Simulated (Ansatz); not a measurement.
# CaBiO: the cost of one run

Method: DFT, PBE, no spin polarisation, plane waves, PAW, in Ansatz 0.2.0.

## 1. Geometry

It takes space group P4/nmm (No. 129, tetragonal). Conventional cell: a = 3.928 Å, b = 3.928 Å, c = 7.443 Å, α = 90.00°, β = 90.00°, γ = 90.00°. Bi (site symmetry 4mm) has 4 O at 2.34 Å as nearest neighbours. Around O (site symmetry -4m2) lie 4 Bi at 2.34 Å and 4 Ca at 3.26 Å. Around Ca (site symmetry 4mm) lie 4 Bi at 3.08 Å and 4 O at 3.26 Å.

Coordinates:

```
Bi O Ca
1.0
     3.92834    0.00000    0.00000
     0.00000    3.92834    0.00000
     0.00000    0.00000    7.44264
Bi O Ca
2 2 2
Direct
  0.00000 0.50000 0.17100
  0.50000 0.00000 0.82900
  0.00000 0.00000 0.00000
  0.50000 0.50000 0.00000
  0.00000 0.50000 0.65000
  0.50000 0.00000 0.35000
```

It starts from an earlier solution of the starting cell (checkpoint.read).

## 2. The walk to rest

File input.yaml:

```yaml
crystal:
  lattice:
    - [3.928338, 0.0, 0.0]
    - [0.0, 3.928338, 0.0]
    - [0.0, 0.0, 7.442636]
  atoms:
    - { symbol: Bi, position: [0.0, 0.5, 0.171] }
    - { symbol: Bi, position: [0.5, 0.0, 0.829] }
    - { symbol: O, position: [0.0, 0.0, 0.0] }
    - { symbol: O, position: [0.5, 0.5, 0.0] }
    - { symbol: Ca, position: [0.0, 0.5, 0.65] }
    - { symbol: Ca, position: [0.5, 0.0, 0.35] }
  symmetry: { tolerance: 0.0003 }
kpoints:
  mp_grid: { grid: [8, 8, 5], shift: [0, 0, 0] }
magnetization:
  spin_polarized: false
scf:
  occupations: { method: gaussian, width: 0.2876 }
  lower_state_search: "off"
hamiltonian:
  pseudopotentials: { kind: paw }
  xc: pbe
basis:
  ecutwfc: 420
  fft_grid_basis: typed
relax:
  max_steps: 60
  cell: { p_target: 0.0 }
output:
  forces: true
  stress: true
  eigenvalues: true
  bader: true
  populations: true
  elf: true
  write_potential: true
  volumetric_format: npy
  dos:
    e_range: [-12, 8]
    de: 0.05
    projected: { site_lists: { Bi: [Bi], Ca: [Ca], O: [O] } }
checkpoint:
  read: saved_state
```

Run with:

```console
> ansatz run input.yaml --threads 2 --pin off --max-ram 2560MiB --backend cpu --events-out ev --progress --plain --runs-dir out
```

Q: Estimate wall time and peak memory on 2 threads of an x86-64 CPU, shared host.

About 5 min, with a peak of 0.59 GiB.
